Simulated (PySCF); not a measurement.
# PbF: from the state search to spectroscopic constants

An exercise on one series of results from a longer session: the logs are not shown, and one member is left open.

The runs use PySCF 2.14.0; Pb aug-cc-pVDZ-PP with ECP60, F aug-cc-pVDZ, scalar-relativistic core potentials.

The first run:

The job is set up so:

```yaml
atoms: Pb, F
charge: 0
basis: Pb aug-cc-pVDZ-PP with ECP60, F aug-cc-pVDZ
Hamiltonian: scalar-relativistic core potentials
basis_functions: 55
electrons_treated: 31
masses_in_u: 207.9766, 18.9984
levels: PBE0, PBE, r²SCAN, M06-L, B97-3, PW91, HF, MP2, SCS-MP2, CCSD, CCSD(T)
grid: 80 radial by 434 angular points
occupations: held fixed by the projection of orbital angular momentum
dissociation_limit: Pb + F, each in its ground configuration
starting_distance_in_angstrom: 2.010
values_of_2S_to_try: 1, 3
```

On the command line:

```console
$ OMP_NUM_THREADS=1 python dia.py task.json out
```

Among the steps run: Set-up; The PBE0 curve of the state that the search chose; Excited determinants; PBE; r²SCAN; M06-L; B97-3 (global hybrid GGA); PW91 (GGA); UHF; Adding correlation.

One of the session's tables, all rows but one given; the rest of the session is left out.

Energy (eV) from each level's lowest point:

| R (Å) | UHF | UHF-MP2 | UHF-SCS-MP2 | UHF-CCSD | UHF-CCSD(T) |
| --- | --- | --- | --- | --- | --- |
| 1.791 | 1.083 | 1.178 | 1.202 | n/a | n/a |
| 1.875 | 0.445 | 0.509 | 0.525 | 0.496 | 0.514 |
| 1.958 | 0.118 | 0.154 | 0.163 | 0.147 | 0.157 |
| 2.021 | 0.015 | 0.032 | 0.037 | 0.029 | 0.034 |
| 2.083 | 0.000 | 0.000 | 0.000 | 0.000 | 0.000 |
| 2.146 | 0.049 | 0.033 | 0.029 | 0.037 | 0.032 |
| 2.229 | 0.183 | 0.151 | 0.141 | 0.158 | 0.146 |
| 2.333 | ? | ? | ? | ? | ? |
| 2.458 | 0.763 | 0.700 | 0.678 | 0.713 | 0.686 |
| 2.625 | 1.243 | 1.173 | 1.143 | n/a | n/a |

Q: Estimate the row for R (Å) = 2.333 from the others.

Worked estimate for «UHF». A straight line through the neighbours (2.229, 0.183) and (2.458, 0.763) gives 0.183 + (0.763 − 0.183) × (2.333 − 2.229) / (2.458 − 2.229) = 0.446; a parabola fitted to 4 rows on both sides gives 0.433.

The run gave: UHF: 0.423; UHF-MP2: 0.373; UHF-SCS-MP2: 0.358; UHF-CCSD: 0.384; UHF-CCSD(T): 0.365. In «UHF» the line misses by +0.023 and the parabola by +0.010.
